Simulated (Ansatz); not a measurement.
This script drives the Python package of Ansatz (0.2.0).

`rb3na.py`:
```python
"""Relax cell and ions of Rb3Na."""

from collections import Counter
from dataclasses import dataclass
import warnings

import ansatz
import numpy as np
from pymatgen.core import Lattice, Structure
from pymatgen.io.ase import AseAtomsAdaptor


@dataclass(frozen=True)
class Options:
    functional: str = "lda"
    filling: str = "fermi_dirac"
    fmax: float = 0.005


settings = Options()

def edges_and_angles(cell):
    cell = np.asarray(cell)
    a, b, c = np.linalg.norm(cell, axis=1)
    cosines = cell[1] @ cell[2] / (b * c), cell[0] @ cell[2] / (a * c), cell[0] @ cell[1] / (a * b)
    return (a, b, c, *np.degrees(np.arccos(cosines)))


def main() -> None:
    warnings.simplefilter("ignore", ansatz.DeckWarning)

    pmg_structure = Structure(
        Lattice([(6.7606, 0.0, 0.0), (0.0, 6.7606, 0.0), (0.0, 0.0, 6.7606)]),
        ["Rb", "Rb", "Rb", "Na"],
        [
            (0.0, 0.5, 0.5),
            (0.5, 0.0, 0.5),
            (0.5, 0.5, 0.0),
            (0.0, 0.0, 0.0),
        ],
    )
    xtal = ansatz.Crystal.from_ase(AseAtomsAdaptor.get_atoms(pmg_structure))

    # only the volume may change
    calc = (
        xtal.calculation()
        .functional(settings.functional)
        .pseudopotentials("paw")
        .kpoints(4, center="gamma")  # symmetry reduces this mesh to its irreducible points
        .occupations(settings.filling, width=100 * ansatz.meV)
        .relax(force_tolerance=settings.fmax, fix_cell=["shape"])
    )
    steps = []


    def collect(event):
        if event["event"] == "relax_step":
            steps.append(event["data"])


    outcome = calc.session().plan().execute(on_event=collect)
    data = outcome.report
    print("step   energy (eV)     max comp. (eV/A)   P (GPa)  SCF")
    for s in steps:
        print(f"{s['step']:4d} {s['lagrangian_ev']:15.5f} {s['allowed_force_max_ev_ang']:12.4f} {s['pressure_gpa']:10.3f} {s['n_scf']:5d}")

    first, last = steps[0], steps[-1]
    symbols = [site.symbol for site in outcome.lattice.sites]
    print(f"energy gained {first['lagrangian_ev'] - last['lagrangian_ev']:.4f} eV in {len(steps) - 1} steps")
    for label, vectors in (("before", first["cell_ang"]), ("after", outcome.lattice.cell_ang)):
        print(label, "a b c (A) {:.4f} {:.4f} {:.4f}  angles {:.2f} {:.2f} {:.2f}".format(*edges_and_angles(vectors)), f" V = {abs(np.linalg.det(vectors)):.3f} A^3")
    print("final stress xx yy zz (GPa, compression positive):", np.round(np.diag(data["stress_gpa"]), 3) + 0.0)

    change = np.array(last["positions_ang"]) @ np.linalg.inv(last["cell_ang"]) - np.array(first["positions_ang"]) @ np.linalg.inv(first["cell_ang"])
    moved = np.linalg.norm(change @ np.array(last["cell_ang"]), axis=1)
    print("displacement within the cell, strain taken out (A):", " ".join(f"{s}:{d:.3f}" for s, d in zip(symbols, moved)))

    print("relaxed fractional positions")
    for site in outcome.lattice.sites:
        print(f"  {site.symbol:2s}", " ".join(f"{v % 1:8.5f}" for v in np.round(site.position_frac, 5)))

    n_atoms = len(data["lattice"]["sites"])
    print("F =", round(data["free_energy_ev"], 4), "eV for", n_atoms, "atoms")
    print("E(sigma -> 0) =", round(data["energy_sigma0_ev"], 4), "eV, TS =", round(data["entropy_ts_ev"], 5), "eV")
    print("closed by", data["closed_by"], "after", data["n_iterations"], "iterations")

    told = Counter((n["data"]["severity"], n["data"]["kind"]) for n in outcome.notices if n["event"] == "notice")
    for (severity, kind), count in sorted(told.items()):
        print(f"{severity:8s} {kind} x{count}")


if __name__ == "__main__":
    main()
```

It is started by `python rb3na.py`. How long does it take on 1 thread of Intel(R) Xeon(R) Platinum 8259CL CPU @ 2.50GHz (Skylake/Cascade Lake), on a shared host, and how much memory does it need?

It took about 17 s, with a peak of 0.58 GiB, for 1 run of the engine.

```console
$ python rb3na.py
step   energy (eV)     max comp. (eV/A)   P (GPa)  SCF
   1    -10978.70991       0.0000     -0.519     8
   2    -10978.72798       0.0000     -0.479     5
   3    -10978.80241       0.0000     -0.025     6
   4    -10978.80254       0.0000      0.006     8
   5    -10978.80228       0.0000      0.006     5
energy gained 0.0924 eV in 4 steps
before a b c (A) 6.7606 6.7606 6.7606  angles 90.00 90.00 90.00  V = 308.998 A^3
after a b c (A) 6.3724 6.3724 6.3724  angles 90.00 90.00 90.00  V = 258.768 A^3
final stress xx yy zz (GPa, compression positive): [0.006 0.006 0.006]
displacement within the cell, strain taken out (A): Rb:0.000 Rb:0.000 Rb:0.000 Na:0.000
relaxed fractional positions
  Rb  0.00000  0.50000  0.50000
  Rb  0.50000  0.00000  0.50000
  Rb  0.50000  0.50000  0.00000
  Na  0.00000  0.00000  0.00000
F = -10978.8023 eV for 4 atoms
E(sigma -> 0) = -10978.7424 eV, TS = 0.11981 eV
closed by deck_thresholds after 5 iterations
audit    band_cg_iterations x5
audit    band_count_raised x1
audit    cell_relax_basis_refresh x1
audit    preconditioner_resolved x5
audit    relaxation_kept_its_symmetry x1
```

Notes:
- Absolute energies stand on the zero of these potentials, so only differences at equal settings mean something. A total without «per atom» is that of the cell as typed.
- Forces vanish by symmetry, so the ions can't move, and the end may be a saddle.
- For a metal this k-point mesh is coarse: on a finer one energies can move by several to tens of meV an atom and pressures by half a GPa or more, differences at one mesh by less.
- Energies along a relaxation are free energies. Rows at an unchanged volume are solved on a plane-wave basis chosen afresh for that cell, so the energy jumps there and such rows are no steps of the walk.
- A gap by band count of zero or less means overlapping bands, a metal.
- This cell is a computed structure, which may not be the phase found in nature.

(Lines on the test bed's own set-up are left out of the output.)
